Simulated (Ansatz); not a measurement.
# SrBe (P-6m2) in Ansatz: convergence with xc grid

Aim: find how far xc grid must go before the results for SrBe settle, at PBE. This setting moves, with any that are tied to it; all else stays.

Program: Ansatz 0.2.0. These are calculated values, not measurements. Logs are shortened: lines on timing, memory, paths and dates and some standing lists are left out, and cuts for length are marked.

**1. The crystal as given**

It takes space group P-6m2 (No. 187, hexagonal). Conventional cell: a = 3.034 Å, b = 3.034 Å, c = 4.700 Å, α = 90.00°, β = 90.00°, γ = 120.00°. Sr (site symmetry -6m2) is surrounded by 6 Be at 2.93 Å and 6 Sr at 3.03 Å. Around Be (site symmetry -6m2) lie 6 Sr at 2.93 Å and 6 Be at 3.03 Å.

The cell was built by a generator and needn't be a form met in nature.

**2. With xc grid 1**

input.yaml reads:

```yaml
crystal:
  lattice:
    - [3.03384472, 0.0, 0.0]
    - [-1.51692236, 2.6273866, 0.0]
    - [0.0, 0.0, 4.6997881]
  atoms:
    - { symbol: Sr, position: [0.66666667, 0.33333333, 0.0] }
    - { symbol: Be, position: [0.0, 0.0, 0.5] }
hamiltonian:
  xc: pbe
  pseudopotentials: { kind: paw_fr }
magnetization:
  noncollinear: true
  spin_orbit: true
kpoints:
  mp_grid: { grid: [8, 8, 5] }
scf:
  occupations: { method: fermi_dirac, width: 0.05 }
output:
  forces: true
  stress: true
  eigenvalues: true
basis:
  xc_grid: 1
```

Potentials or basis: Ansatz PAW.

On the command line:

```sh
$ ansatz run input.yaml --threads 2 --pin off --max-ram 5632MiB --backend cpu --events-out ev --progress --plain --runs-dir out
```

Wall time 2.1 s (2 threads of Arm Neoverse V2, shared host); peak memory 0.35 GiB.

Results:

```
Free energy            : -3634.6707 eV
Pressure               : 17.0 GPa
Band gap on the k mesh : none (metal or under the smearing width)
```

**3. With xc grid 2**

Changes to input.yaml since step 2:

```diff
@@ -23,2 +23,2 @@
 basis:
-  xc_grid: 1
+  xc_grid: 2
```

Potentials or basis: Ansatz PAW.

On the command line:

```sh
$ ansatz run input.yaml --threads 2 --pin off --max-ram 5632MiB --backend cpu --events-out ev --progress --plain --runs-dir out
```

It took 2.2 s on 2 threads of Arm Neoverse V2, shared host; peak memory 0.35 GiB.

Results:

```
Free energy            : -3634.6706 eV
Pressure               : 17.0 GPa
Band gap on the k mesh : none (metal or under the smearing width)
```

**4. With xc grid 3**

Changes to input.yaml since step 3:

```diff
@@ -23,2 +23,2 @@
 basis:
-  xc_grid: 2
+  xc_grid: 3
```

On the command line:

```sh
$ ansatz run input.yaml --threads 2 --pin off --max-ram 5632MiB --backend cpu --events-out ev --progress --plain --runs-dir out
```

Wall time 2.3 s (2 threads of Arm Neoverse V2, shared host); peak memory 0.36 GiB.

Results (log left out):

- Free energy: -3634.6706 eV
- Pressure: 17.0 GPa
- Band gap on the k mesh: none (metal or under the smearing width)

**5. With xc grid 4**

Changes to input.yaml since step 4:

```diff
@@ -23,2 +23,2 @@
 basis:
-  xc_grid: 3
+  xc_grid: 4
```

On the command line:

```sh
$ ansatz run input.yaml --threads 2 --pin off --max-ram 5632MiB --backend cpu --events-out ev --progress --plain --runs-dir out
```

It took 2.5 s on 2 threads of Arm Neoverse V2, shared host; peak memory 0.39 GiB.

It converged, with:

```yaml
Free_energy: -3634.6706 eV
Pressure: 17.0 GPa
Band_gap_on_the_k_mesh: none (metal or under the smearing width)
```

**6. With xc grid 5**

Changes to input.yaml since step 5:

```diff
@@ -23,2 +23,2 @@
 basis:
-  xc_grid: 4
+  xc_grid: 5
```

Potentials or basis: Ansatz PAW.

On the command line:

```sh
$ ansatz run input.yaml --threads 2 --pin off --max-ram 5632MiB --backend cpu --events-out ev --progress --plain --runs-dir out
```

What it wrote:

```text
Warning: RAYON_NUM_THREADS=2 ignored (pool sized by the plan → 2); use --threads N
Engine: ansatz 0.2.0, aarch64-unknown-linux-gnu
Pseudopotentials: kind: paw_fr
Pseudopotential: Sr, paw_fr, valence charge 10, recommended cutoff 420 eV (normal), Sr.paw.azcp#standard-fr
Pseudopotential: Be, paw_fr, valence charge 2, recommended cutoff 420 eV (normal), Be.paw.azcp#standard-fr
Functional definition: PBE
  parameter kappa = 0.804
  parameter beta = 0.06672455060314922
  exchange = pbe_x(kappa = kappa, mu = beta*pi^2/3)
  correlation = pbe_c(beta = beta)
non-collinear run that drives no moment, with spin-orbit: no starting moment large enough to seed its density (crystal.atoms[].spin), no starting occupations that ask for one, no magnetisation constraint and no magnetic field, so the semilocal B_xc is pinned to zero
Crystal: 2 atoms, lattice volume = 37.462 Å³
Basis set: ecut = 420 eV, 711 PW (Γ), exchange–correlation on 120×120×160 points (125 copies of the dense FFT grid, shifted against one another)
Bands: 20, of which v1, the nominal top of the filled ones, is band 12 counted from 1 (11 counted from 0)
Symmetry: 12 space group operations + 12 with time reversal
Magnetic group: BNS 187.210 (UNI 1440), of the structure as read, at distance tolerance 3.3e-5 Å
k-points: 30 of 320 (time reversal used)
Projection manifold: j_resolved (fully-relativistic pseudo-atomic orbitals)
Non-local potential: Sr, projectors of the file, l = 0: 3, l = 1: 4, l = 2: 4
Non-local potential: Be, projectors of the file, l = 0: 2, l = 1: 4, l = 2: 2
PAW form: soft (Blöchl's): semilocal exchange-correlation on the pseudo side does not see the compensation charge
PAW one-centre angular grid: Sr, 110 points (default); XC on 64 Gauss nodes
PAW one-centre angular grid: Be, 110 points (default); XC on 64 Gauss nodes
Initial density: superposition of atomic densities (chi_scale 0.1, normalization cell, long waves kept (reshape's long-wave potential 0.00 eV rms))
Initial wavefunctions: pseudopotential atomic-orbital guess
Functional: x = pbe(κ = 0.804, μ = 0.2195149727645171), c = pbe(β = 0.06672455060314922)
SCF iter   1: F=—  HF=-3634.814177 eV  |F-HF|=—  |Δ(HF+E_count)|=         —  Δρ=2.58e-2  dr2=5.77e-1  dr2_m=0.00e0 (ungated)  ethr=3.10e-3  |M|=0.00e0 ∫|m|=0.00e0 μB  |m|>n=0.0e0 m-floor=0.0e0 τ_xc=0.0e0  β_m=0.30  ⟨swp⟩=9.6  Hψ=4324  notcnv=0  defer=9
preconditioner: auto → none  [metal: Δε(μ)=0.098 eV  Ē_g=14.244 eV  σ=0.050 eV  W_gap=0.44  n_scr=2 (ndim 8)  ℏωp=19.1 eV  f_vac=0.000  D(μ)=0.81/eV (n_scr^D=2)  sad-step TF]
SCF iter   2: F=—  HF=-3634.749139 eV  |F-HF|=—  |Δ(HF+E_count)|=   6.50e-2  Δρ=1.98e-2  dr2=3.28e-1  dr2_m=0.00e0 (ungated)  ethr=3.10e-3  |M|=0.00e0 ∫|m|=0.00e0 μB  |m|>n=0.0e0 m-floor=0.0e0 τ_xc=0.0e0  β_m=0.65  ⟨swp⟩=1.0  Hψ=840  notcnv=0  defer=9
SCF iter   3: F=—  HF=-3634.671565 eV  |F-HF|=—  |Δ(HF+E_count)|=   7.76e-2  Δρ=2.81e-3  dr2=3.29e-3  dr2_m=0.00e0 (ungated)  ethr=2.73e-3  |M|=0.00e0 ∫|m|=0.00e0 μB  |m|>n=0.0e0 m-floor=0.0e0 τ_xc=0.0e0  β_m=0.66  ⟨swp⟩=2.5  Hψ=878  notcnv=0  defer=9
SCF iter   4: F=—  HF=-3634.670983 eV  |F-HF|=—  |Δ(HF+E_count)|=   5.82e-4  Δρ=1.14e-3  dr2=1.56e-3  dr2_m=0.00e0 (ungated)  ethr=2.74e-5  |M|=0.00e0 ∫|m|=0.00e0 μB  |m|>n=0.0e0 m-floor=0.0e0 τ_xc=0.0e0  β_m=0.65  ⟨swp⟩=2.4  Hψ=1129  notcnv=0  defer=56
SCF iter   5: F=—  HF=-3634.670721 eV  |F-HF|=—  |Δ(HF+E_count)|=   2.63e-4  Δρ=5.57e-4  dr2=3.35e-4  dr2_m=0.00e0 (ungated)  ethr=1.30e-5  |M|=0.00e0 ∫|m|=0.00e0 μB  |m|>n=0.0e0 m-floor=0.0e0 τ_xc=0.0e0  β_m=0.53  ⟨swp⟩=2.0  Hψ=662  notcnv=0  defer=56
SCF iter   6: F=—  HF=-3634.670648 eV  |F-HF|=—  |Δ(HF+E_count)|=   7.29e-5  Δρ=1.53e-4  dr2=2.07e-5  dr2_m=0.00e0 (ungated)  ethr=2.79e-6  |M|=0.00e0 ∫|m|=0.00e0 μB  |m|>n=0.0e0 m-floor=0.0e0 τ_xc=0.0e0  β_m=0.77  ⟨swp⟩=1.1  Hψ=549  notcnv=0  defer=56
SCF iter   7: F=—  HF=-3634.670643 eV  |F-HF|=—  |Δ(HF+E_count)|=   4.25e-6  Δρ=1.78e-5  dr2=2.69e-7  dr2_m=0.00e0 (ungated)  ethr=1.73e-7  |M|=0.00e0 ∫|m|=0.00e0 μB  |m|>n=0.0e0 m-floor=0.0e0 τ_xc=0.0e0  β_m=0.72  ⟨swp⟩=2.0  Hψ=690  notcnv=0  defer=56
SCF iter   8: F=-3634.670643 eV  HF=-3634.670643 eV  |F-HF|=3.46e-9  |Δ(HF+E_count)|=   2.52e-8  Δρ=5.83e-6  dr2=7.23e-9  dr2_m=0.00e0 (ungated)  ethr=8.33e-10  |M|=0.00e0 ∫|m|=0.00e0 μB  |m|>n=0.0e0 m-floor=0.0e0 τ_xc=0.0e0  ⟨swp⟩=11.3  Hψ=3271  notcnv=0
SCF 1 converged in 8 iterations: F = -3634.670643 eV  dr2 = 7.23e-9
SCF converged after 8 iterations
Magnetization: |M| = 0.0000 μB,  M = (+0.0000, +0.0000, +0.0000) μB
Absolute magnetization: 0.0000 μB (∫|m|)
  site 0: m = (+0.0000, +0.0000, +0.0000) μB, |m| = 0.0000 μB  (R = 1.21 Å)
  site 1: m = (+0.0000, +0.0000, +0.0000) μB, |m| = 0.0000 μB  (R = 1.21 Å)
Free energy (F): -3634.670643 eV
Harris-Foulkes:  -3634.670643 eV  (|F-HF|=3.46e-9)
Internal energy: -3634.662592 eV  (E = F + TS)
E sigma→0 (E₀):  -3634.666618 eV
Entropy (-TS):   -0.008051 eV (-4.026 meV/atom)
Fermi energy:    9.532033 eV
--- Per-component energies (eV) ---
  E_band       = -66.948051
  E_kinetic    = 268.950764
  E_local      = -670.705546  (includes V_loc(G=0)·N_el)
  E_nonlocal   = 207.652745
  E_hartree    = 176.373123
  E_xc         = -193.564992
  E_vxc        = -183.787729  (∫ρ·V_xc dr)
  E_paw        = -2754.878904  (= ΣΔE_a)
  E_vpaw       = -41.803995  (= ΣTr[D̂ρ^β])
  E_aug_tail   = -0.000002  (compensation charges beyond the density's cutoff)
  E_ewald      = -668.489780
  E_smearing   = -0.008051  (= −TS)
  E_closure    = 0.000000  (closes the sum)
  Σ components = -3634.670643   (vs F -3634.670643, Δ=0.00e0)
--- Forces (eV/Å), atoms counted from 1 ---
  atom   1  Sr     0.00000000     0.00000000     0.00000000
  atom   2  Be    -0.00000000    -0.00000000     0.00000000
  max |Σ_I F_I| component: 1.41e-16 eV/Å
--- Stress (GPa, compression-positive) ---
       18.700103      -0.000000       0.000000
        0.000000      18.700103       0.000000
        0.000000       0.000000      13.586622
  P = ⅓ Tr σ = 16.9956 GPa (169.956 kbar)
--- Band table (eV; the first three rows and the last of 30) ---
  k-point 0: bands = ["-25.8874", "-25.8874", "-8.1560", "-8.1560", "-6.7336", "-6.7336", "-6.1401", "-6.1401", "3.6371", "3.6371", "9.2827", "9.2827", "10.5866", "10.5866", "13.4070", "13.4070", "13.4703", "13.4703", "17.8393", "17.8393"]
  k-point 1: bands = ["-25.8867", "-25.8867", "-8.1837", "-8.1837", "-6.7413", "-6.7413", "-6.1394", "-6.1394", "4.0486", "4.0486", "8.5612", "8.5612", "10.8314", "10.8314", "13.4719", "13.4743", "13.5380", "13.5380", "17.2860", "17.2860"]
  k-point 2: bands = ["-25.8857", "-25.8857", "-8.2281", "-8.2281", "-6.7528", "-6.7528", "-6.1382", "-6.1382", "5.0554", "5.0554", "7.2305", "7.2305", "11.0614", "11.0614", "13.5906", "13.5924", "13.6598", "13.6598", "16.7294", "16.7294"]
  k-point 29: bands = ["-25.2830", "-25.2830", "-9.1952", "-9.1781", "-8.1191", "-8.0955", "-7.1019", "-7.0991", "7.8431", "7.8435", "9.0451", "9.0460", "10.5873", "10.6816", "10.9364", "10.9749", "12.5687", "12.6823", "15.2954", "15.3106"]
```

Run time: 2.9 s. Hardware: 2 threads of Arm Neoverse V2, shared host; peak memory 0.43 GiB.

Results:

* Free energy: -3634.6706 eV
* Pressure: 17.0 GPa
* Band gap on the k mesh: none (metal or under the smearing width)

**7. Summary**

| xc grid | energy less the tightest run, at zero smearing (meV/atom) | SCF cycles | CPU time (s) | peak memory (GiB) |
| --- | --- | --- | --- | --- |
| 1 | -0.02 | 8 | 4.2 | 0.35 |
| 2 | 0.00 | 8 | 4.2 | 0.35 |
| 3 | 0.00 | 8 | 4.4 | 0.36 |
| 4 | 0.00 | 8 | 4.9 | 0.39 |
| 5 | 0.00 | 8 | 5.6 | 0.43 |

Against the tightest run, the energy stays within 1 meV/atom from 1 on. The tightest run that finished is the yardstick and may itself not be fully converged.

Caveats: so large a pressure means that the cell lies far from this level's equilibrium, or that cutoff or potentials fall short.
